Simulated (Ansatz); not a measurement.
**One shape, several levels: doublet InPH4O+**

Aim: a comparison of 6 runs (U-r2SCAN0/def2-SVPD, U-wB97X/def2-SVPD, UCAM-B3LYP/def2-SVPD, UPBE0/def2-SVPD, USVWN5/def2-SVPD, UCCSD/def2-SVPD) of doublet InPH4O+. 

Program for the calculation: Ansatz 0.2.0.

53 further runs of the same task are left out: 53 set aside as unsound or not needed. Runs told in other sessions of the task aren't counted.

## (1) The system as given

InPH4O+ has 7 atoms, charge +1, and is taken as a doublet. As SMILES of the parent species, `O[PH][InH2]`. The shape is that of a PBE0-D4/def2-TZVP optimisation. This is one conformer, not always the lowest. That shape belongs to the parent species and isn't relaxed for this state.

Bond lengths: O1–P2 1.670 Å, P2–In3 2.503 Å, O1–H4 0.960 Å, P2–H5 1.430 Å, In3–H6 1.723 Å, In3–H7 1.728 Å. Angles: O1–P2–In3 100.9°, O1–P2–H5 100.1°, In3–P2–H5 92.3°, P2–O1–H4 109.0°, P2–In3–H6 120.5°, P2–In3–H7 117.4°, H6–In3–H7 122.0°.

## (2) A single-point energy at U-r2SCAN0/def2-SVPD (core potential) (run 1)

in.yaml reads:

```yaml
crystal:
  periodic: [false, false, false]
  atoms:
    - {symbol: O, position_ang: [-1.844500, 0.146900, 0.079200]}
    - {symbol: P, position_ang: [-0.622800, -0.370000, -0.935500]}
    - {symbol: In, position_ang: [1.396900, 0.365900, 0.345900]}
    - {symbol: H, position_ang: [-2.634300, 0.311800, -0.441900]}
    - {symbol: H, position_ang: [-0.483700, -1.722100, -0.492200]}
    - {symbol: H, position_ang: [1.278200, 1.623200, 1.518000]}
    - {symbol: H, position_ang: [2.910100, -0.355700, -0.073500]}
basis:
  gaussian:
    orbitals: def2-SVPD
magnetization:
  spin_polarized: true
  initial_magnetization: 1
hamiltonian:
  xc: {name: r2SCAN0}
accuracy: high
output: {orbitals: {seedname: orbitals}}
total_charge: 1
```

Started as:

```
$ ansatz run in.yaml --threads 1 --pin off --max-ram 3480MiB --events-out events.jsonl --progress --plain --runs-dir runs
```

What it wrote:

```text
Warning: RAYON_NUM_THREADS=1 ignored (pool sized by the plan → 1); use --threads N
Functional definition: r2SCAN0
  name "r2SCAN0"
  parameter a = 0.25
  parameter k0 = 0.174
  parameter k1 = 0.065
  parameter a1 = 4.9479
  exchange = (1 - a)*r2scan_x(k0 = k0, k1 = k1, a1 = a1) + a*exact_x
  correlation = r2scan_c
2372 factors; integrals over basis functions are off by at most 3.2e-9 eV
mean field evaluation 1: about -16549.4065 eV, gradient 5.3e1 eV
mean field evaluation 2: about -16458.3860 eV, gradient 1.2e2 eV
mean field evaluation 4: about -16559.9283 eV, gradient 4.0e0 eV
mean field evaluation 8: about -16560.1364 eV, gradient 2.5e-1 eV
mean field evaluation 16: about -16560.1384 eV, gradient 4.9e-3 eV
mean field evaluation 32: about -16560.1384 eV, gradient 1.1e-6 eV
mean field -16560.13844304 eV, -608.5738629166 hartree, gradient 8.4e-8 eV, S^2 0.760714; 0 other end points of the search recorded, 0 dependent functions left out
reference -16560.13844810 eV, -608.5738631025 hartree; 24, 23 occupied and 87, 88 virtual orbitals, 2372 factors
Total energy: -16560.13844810 eV, -608.5738631025 hartree
```

Run time: 60 s. Hardware: 1 thread of Arm Neoverse V1, shared host; peak memory 0.76 GiB.

## (3) The energy at U-wB97X/def2-SVPD (core potential) (run 2)

in.yaml, as its differences from that of step 2:

```diff
@@ -13,2 +13,3 @@
     orbitals: def2-SVPD
+total_charge: 1
 magnetization:
@@ -17,5 +18,5 @@
 hamiltonian:
-  xc: {name: r2SCAN0}
+  xc: {name: wB97X}
 accuracy: high
-output: {orbitals: {seedname: orbitals}}
-total_charge: 1
+output:
+  orbitals: {seedname: orbitals}
```

Started as:

```
$ ansatz run in.yaml --threads 1 --pin off --max-ram 3480MiB --events-out events.jsonl --progress --plain --runs-dir runs
```

What it wrote (excerpt; [...] marks lines left out):

```text
Warning: RAYON_NUM_THREADS=1 ignored (pool sized by the plan → 1); use --threads N
Functional definition: wB97X
  name "wB97X"
[...]
      + exact_x_lr(omega)
[...]
      + integral(e_c_pw_opposite_spin*poly(b97_u_opposite, 1, cos1, cos2, cos3, cos4))
2372 factors; integrals over basis functions are off by at most 3.2e-9 eV
575 factors; integrals over basis functions are off by at most 1.7e-9 eV
[...]
mean field -16561.67700439 eV, -608.6304040035 hartree, gradient 4.6e-8 eV, S^2 0.758086; 2 other end points of the search recorded, 0 dependent functions left out
reference -16561.67699964 eV, -608.6304038290 hartree; 24, 23 occupied and 87, 88 virtual orbitals, 2372 factors
Total energy: -16561.67699964 eV, -608.6304038290 hartree
```

Run time: 2.2 min. Hardware: 1 thread of Arm Neoverse V1, shared host; peak memory 1.2 GiB.

Run 3 isn't shown in full; the table further down has it.

## (4) A single-point energy at UPBE0/def2-SVPD (core potential) (run 4)

in.yaml, as its differences from that of step 3:

```diff
@@ -11,12 +11,7 @@
 basis:
-  gaussian:
-    orbitals: def2-SVPD
+  gaussian: {orbitals: def2-SVPD}
 total_charge: 1
-magnetization:
-  spin_polarized: true
-  initial_magnetization: 1
-hamiltonian:
-  xc: {name: wB97X}
+magnetization: {spin_polarized: true, initial_magnetization: 1}
+hamiltonian: {xc: {name: PBE0}}
 accuracy: high
-output:
-  orbitals: {seedname: orbitals}
+output: {orbitals: {seedname: orbitals}}
```

Started as:

```
$ ansatz run in.yaml --threads 1 --pin off --max-ram 3480MiB --events-out events.jsonl --progress --plain --runs-dir runs
```

What it wrote:

```text
Warning: RAYON_NUM_THREADS=1 ignored (pool sized by the plan → 1); use --threads N
Functional definition: PBE0
  name "PBE0"
[... 1 set-up line as earlier in the session ...]
  parameter kappa = 0.804
  parameter beta = 0.06672455060314922
  exchange = (1 - a)*pbe_x(kappa = kappa, mu = beta*pi^2/3) + a*exact_x
  correlation = pbe_c(beta = beta)
2372 factors; integrals over basis functions are off by at most 3.2e-9 eV
mean field evaluation 1: about -16543.5435 eV, gradient 5.6e1 eV
mean field evaluation 2: about -16408.8500 eV, gradient 1.3e2 eV
mean field evaluation 4: about -16554.7831 eV, gradient 9.4e0 eV
mean field evaluation 8: about -16555.6050 eV, gradient 1.2e0 eV
mean field evaluation 16: about -16555.6306 eV, gradient 1.3e-2 eV
mean field evaluation 32: about -16555.6306 eV, gradient 1.5e-6 eV
mean field -16555.63058095 eV, -608.4082020405 hartree, gradient 4.0e-8 eV, S^2 0.756648; 0 other end points of the search recorded, 0 dependent functions left out
reference -16555.63058505 eV, -608.4082021911 hartree; 24, 23 occupied and 87, 88 virtual orbitals, 2372 factors
Total energy: -16555.63058505 eV, -608.4082021911 hartree
```

Wall time 29 s (1 thread of Arm Neoverse V1, shared host); peak memory 0.58 GiB.

Run 5 isn't shown in full; the table further down has it.

## (5) A single-point energy at UCCSD/def2-SVPD (core potential) (run 6)

run.yaml reads:

```yaml
crystal:
  periodic: [false, false, false]
  atoms:
    - {symbol: O, position_ang: [-1.844500, 0.146900, 0.079200]}
    - {symbol: P, position_ang: [-0.622800, -0.370000, -0.935500]}
    - {symbol: In, position_ang: [1.396900, 0.365900, 0.345900]}
    - {symbol: H, position_ang: [-2.634300, 0.311800, -0.441900]}
    - {symbol: H, position_ang: [-0.483700, -1.722100, -0.492200]}
    - {symbol: H, position_ang: [1.278200, 1.623200, 1.518000]}
    - {symbol: H, position_ang: [2.910100, -0.355700, -0.073500]}
basis:
  gaussian:
    orbitals: def2-SVPD
total_charge: 1
magnetization:
  spin_polarized: true
  initial_magnetization: 1
correlation:
  method: ccsd
  frozen_orbitals: {H: 0, In: 4, O: 1, P: 5}
accuracy: high
scf:
  omitted_lower_state_checks: [cluster_reference, increment]
```

Started as:

```
$ ansatz run run.yaml --threads 1 --pin off --max-ram 3480MiB --events-out events.jsonl --progress --plain --runs-dir runs
```

What it wrote (excerpt; [...] marks lines left out):

```text
Warning: RAYON_NUM_THREADS=1 ignored (pool sized by the plan → 1); use --threads N
Functional definition: HF
  name "HF"
[...]
2372 factors; integrals over basis functions are off by at most 3.2e-9 eV
[...]
mean field -16508.38891459 eV, -606.6721028234 hartree, gradient 4.5e-8 eV, S^2 0.771061; 1 other end points of the search recorded, 0 dependent functions left out
10 core orbitals not correlated: weight in the atoms' cores, before any rotation towards them, 1.000 or more for the frozen orbitals, at most 0.000 for the correlated occupied ones
reference -16508.38891459 eV, -606.6721028234 hartree; 14, 13 occupied and 87, 88 virtual orbitals, 2372 factors
second order -10.75634508 eV of doubles, -0.00000000 eV of singles
cycle   1  -11.31155194 eV  change   -5.6e-1 eV  update   1.1e-1
[...]
cycle  33  -11.86461787 eV  change   8.4e-11 eV  update   1.8e-9
Total energy: -16520.25353246 eV, -607.1081194879 hartree
Checks for a lower state left out: cluster_reference, increment
```

Run time: 3.2 min. Hardware: 1 thread of Arm Neoverse V1, shared host; peak memory 2 GiB.

## (6) The series

```csv
run,level,frozen core orbitals,energy (Eh),HOMO energy (eV),LUMO energy (eV),⟨S²⟩,wall time
1,U-r2SCAN0/def2-SVPD (core potential),–,-608.573863,-13.38,-10.32,0.761,60 s
2,U-wB97X/def2-SVPD (core potential),–,-608.630404,-15.53,-8.59,0.758,2.2 min
3,UCAM-B3LYP/def2-SVPD (core potential),–,-608.574733,-14.54,-9.52,0.758,35 s
4,UPBE0/def2-SVPD (core potential),–,-608.408202,-13.23,-10.51,0.757,29 s
5,USVWN5/def2-SVPD (core potential),–,-606.484667,-12.27,-11.60,0.752,13 s
6,UCCSD/def2-SVPD (core potential),10,-607.108119,–,–,0.771,3.2 min
```

## (7) Results

| quantity | value |
| --- | --- |
| run 6: total energy | -607.10812 Eh |
| run 6: correlation energy (10 core orbitals frozen) | -436.0 mEh |
| run 6: ⟨S²⟩ of the reference determinant | 0.771 |
| run 6: T1 diagnostic | 0.018 |

**Reading.** Totals of different functionals can't be ranked against each other. All runs together took 7.6 min, the longest 3.2 min.
